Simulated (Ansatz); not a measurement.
# ZrSnSe3: the cost of one run

Computed with Ansatz 0.2.0 (DFT PBE, scalar-relativistic, plane waves, PAW, unless a step's input says otherwise).

## (1) The system as given

It takes space group P-6m2 (No. 187, hexagonal). Conventional cell: a = 4.839 Å, b = 4.839 Å, c = 5.807 Å, α = 90.00°, β = 90.00°, γ = 120.00°. Around Zr (site symmetry -6m2) lie 9 Se at 2.79 to 3.15 Å. Sn (site symmetry -6m2) has 8 Se at 2.90 to 3.15 Å as nearest neighbours. Se (site symmetry 3m) has 5 Se at 2.89 to 3.15 Å and 3 Zr at 3.15 Å and 3 Sn at 3.15 Å as nearest neighbours. Se (site symmetry -6m2) has 3 Zr at 2.79 Å and 2 Sn at 2.90 Å as nearest neighbours.

Structure file:

```xyz
5
Lattice="4.8386 0.0000 0.0000 -2.4193 4.1904 0.0000 0.0000 0.0000 5.8074" Properties=species:S:1:pos:R:3 pbc="T T T"
Zr    0.0000    2.7936    0.0000
Sn    0.0000    0.0000    2.9037
Se    2.4193    1.3968    1.4456
Se    2.4193    1.3968    4.3618
Se    0.0000    0.0000    0.0000
```

Recipe of the guess: species swapped into a database cell of GaFe3As (P-6m2, No. 187), with Zr on the Ga sites, Se on the Fe sites and Sn on the As sites. Lengths come from tabulated atomic sizes and are only a guess.

## (2) A first look at the guess

input.yaml reads:

```yaml
crystal:
  lattice:
    - [4.83864826, 0.0, 0.0]
    - [-2.41932413, 4.19039231, 0.0]
    - [0.0, 0.0, 5.80735235]
  atoms:
    - { symbol: Zr, position: [0.33333333, 0.66666667, 0.0] }
    - { symbol: Sn, position: [0.0, 0.0, 0.5] }
    - { symbol: Se, position: [0.66666667, 0.33333333, 0.248919] }
    - { symbol: Se, position: [0.66666667, 0.33333333, 0.751081] }
    - { symbol: Se, position: [0.0, 0.0, 0.0] }
basis:
  ecutwfc: 420
kpoints:
  mp_grid: { grid: [6, 6, 4] }
hamiltonian:
  xc: pbe
scf:
  occupations: { method: gaussian, width: 0.1 }
  lower_state_search: "off"
output:
  forces: true
  stress: true
  eigenvalues: true
```

Started as:

```sh
ansatz run input.yaml --threads 1 --pin off --max-ram 2560MiB --backend cpu --events-out ev --progress --plain --runs-dir out
```

Q: Estimate wall time and peak memory on 1 thread of AMD EPYC 7R43 (Zen 3), shared host.

About 9.9 s, with a peak of 0.45 GiB.
